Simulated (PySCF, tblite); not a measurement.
**C₂H₁₀F₂SSi₃: geometry, infrared bands and NMR shifts**

Wanted: the infrared bands and NMR shifts of C₂H₁₀F₂SSi₃ (`CSC(F)(F)[SiH2][SiH2][SiH3]`), by calculation.

Computed with tblite 0.8.0 and PySCF 2.14.0, with density-fitted response routines of our own, on a single molecule in the gas phase. Atoms are numbered from 0 throughout.

### 1 The starting structure

18 atoms, charge 0, multiplicity 1; geometry from: force field or distance geometry start.

Bonds of the start (Å): C0–S1 1.83, S1–C2 1.81, C2–F3 1.39, C2–F4 1.38, C2–Si5 1.85, Si5–Si6 2.21, Si6–Si7 2.23, C0–H8 1.11, C0–H9 1.11, C0–H10 1.11, Si5–H11 1.48, Si5–H12 1.47, Si6–H13 1.48, Si6–H14 1.47, Si7–H15 1.49, Si7–H16 1.48, Si7–H17 1.46.

### 2 Relaxing the molecule with GFN2-xTB

What the job is given:

```
{"job": {"kind": "relax", "xc": "GFN2-xTB", "basis": "xTB"}, "charge": 0, "multiplicity": 1}
C      3.854200     0.282100     0.040000
S      2.111200     0.433300     0.592800
C      0.961200     0.409500    -0.798700
F      0.319300     1.624100    -0.988200
F      1.744500     0.171100    -1.912500
Si    -0.195600    -1.028200    -0.632300
Si    -2.012800    -0.622000     0.558700
Si    -3.447400     0.727400    -0.477700
H      3.927200    -0.581500    -0.659700
H      4.151000     1.204400    -0.503500
H      4.528900     0.062000     0.891500
H      0.554800    -2.108400     0.054700
H     -0.548600    -1.519400    -1.970200
H     -2.704200    -1.922900     0.731500
H     -1.750300    -0.090500     1.900500
H     -4.804600     0.301900    -0.025700
H     -3.436100     0.531500    -1.945300
H     -3.261600     2.132000    -0.132200
```

Run with:

```sh
$ OMP_NUM_THREADS=1 python probes_run.py task.json out
```

This one command runs all jobs of the session in turn.

**Question.** This job is followed by: GFN2-xTB harmonic vibrations, gas phase; GIAO PBE0/pcSseg-1 NMR shielding, non-relativistic, gas phase. What will the session give for the following? strongest single infrared mode (GFN2-xTB); zero-point energy (GFN2-xTB); ¹³C shifts against TMS (PBE0/pcSseg-1); ¹H shifts against TMS (PBE0/pcSseg-1, means over atoms taken as alike); ³³S shifts against CS2 (PBE0/pcSseg-1); ¹⁹F shifts against CFCl3 (PBE0/pcSseg-1, means over atoms taken as alike); ²⁹Si shifts against TMS (PBE0/pcSseg-1).

The runs gave:

| quantity | value |
| --- | --- |
| strongest single infrared mode (GFN2-xTB) | 613 cm⁻¹, 664 km/mol |
| zero-point energy (GFN2-xTB) | 65.6 kcal/mol |
| ¹³C shifts against TMS (PBE0/pcSseg-1) | 143.5, 12.8 ppm |
| ¹H shifts against TMS (PBE0/pcSseg-1, means over atoms taken as alike) | 4.30, 3.66, 3.44, 2.51 ppm |
| ³³S shifts against CS2 (PBE0/pcSseg-1) | 67 ppm |
| ¹⁹F shifts against CFCl3 (PBE0/pcSseg-1, means over atoms taken as alike) | -105.6 ppm |
| ²⁹Si shifts against TMS (PBE0/pcSseg-1) | -60.7, -110.9, -133.1 ppm |

**Reading.** Relaxing lowered the energy by 0.826 eV in 267 steps; the close pair that moved most is Si5–Si6, from 2.210 to 2.319 Å. All 48 modes are real, so the xTB geometry is a minimum. The strongest single mode, at 613 cm⁻¹, is spread over many atoms; the largest shares are those of H13, H14. GFN2-xTB is a fitted tight-binding method: band positions and strengths are rough. Its intensities can rank the bands wrongly. At PBE0/pcSseg-1: The largest span, 534 ppm, is at S1, where the paramagnetic term is -623 ppm.
